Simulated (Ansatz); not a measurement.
Consider a test of the smearing width of K₃Sr, space group Fm-3m (Ansatz 0.2.0, Python API).

`k3sr_smear.py`:
```python
"""How the energy of K3Sr depends on the smearing."""

import warnings

import ansatz as az
from ase import Atoms


def main() -> None:
    warnings.simplefilter("ignore", az.DeckWarning)

    atoms = Atoms(
        ["K", "K", "K", "Sr"],
        scaled_positions=[
            [0.25, 0.25, 0.25],
            [0.75, 0.75, 0.75],
            [0.5, 0.5, 0.5],
            [0.0, 0.0, 0.0],
        ],
        cell=[
            [0.0, 5.165856, 5.165856],
            [5.165856, 0.0, 5.165856],
            [5.165856, 5.165856, 0.0],
        ],
        pbc=True,
    )
    system = az.Crystal.from_ase(atoms)

    model = system.calculation().functional("lda").kpoints(mesh=(4, 4, 4)).scf(tolerance=1e-08)

    rows = []
    for value in [0.5, 0.3, 0.2, 0.1]:
        r = model.occupations("methfessel_paxton", width=value).run().report
        rows.append((value, r["free_energy_ev"] / len(r["lattice"]["sites"]), r["n_iterations"], r["n_kpoints"]))

    print("  width (eV)   F/atom (eV)    iterations      k-points")
    for row in rows:
        print(f"{str(row[0]):>12s}  {row[1]:12.5f}  {row[2]:12d}  {row[3]:12d}")

    # differences from the last row
    for row in rows[:-1]:
        shift = 1000 * (row[1] - rows[-1][1])
        print(f"{row[0]}: {shift:+.2f} meV/atom" + ("  (within 5 meV)" if abs(shift) < 5 else ""))


if __name__ == "__main__":
    main()
```

How much does the free energy per atom change between the narrowest and the widest smearing, and why?

Going from 0.1 to 0.5 eV changes F by -0.9 meV an atom. This scheme is built to cancel the term in the square of the width, so the shifts stay small and are partly the mesh's error.

The output:

```console
$ python k3sr_smear.py
  width (eV)   F/atom (eV)    iterations      k-points
         0.5   -1983.13128             9             8
         0.3   -1983.13379             8             8
         0.2   -1983.13290             8             8
         0.1   -1983.13037             8             8
0.5: -0.91 meV/atom  (within 5 meV)
0.3: -3.42 meV/atom  (within 5 meV)
0.2: -2.53 meV/atom  (within 5 meV)
```

The mesh is modest for a metal, so energies can be off by several to tens of meV an atom and pressures by half a GPa or more; differences at equal mesh fare better. The narrowest width needs the finest mesh, so the last row is no converged reference. This cell is a computed structure, which may not be the phase found in nature. The whole script took 7.4 s on 1 thread of Intel(R) Xeon(R) 6975P-C (Granite Rapids) (shared host), peak memory 0.49 GiB.

(Lines on the test bed's own set-up are left out of the output.)
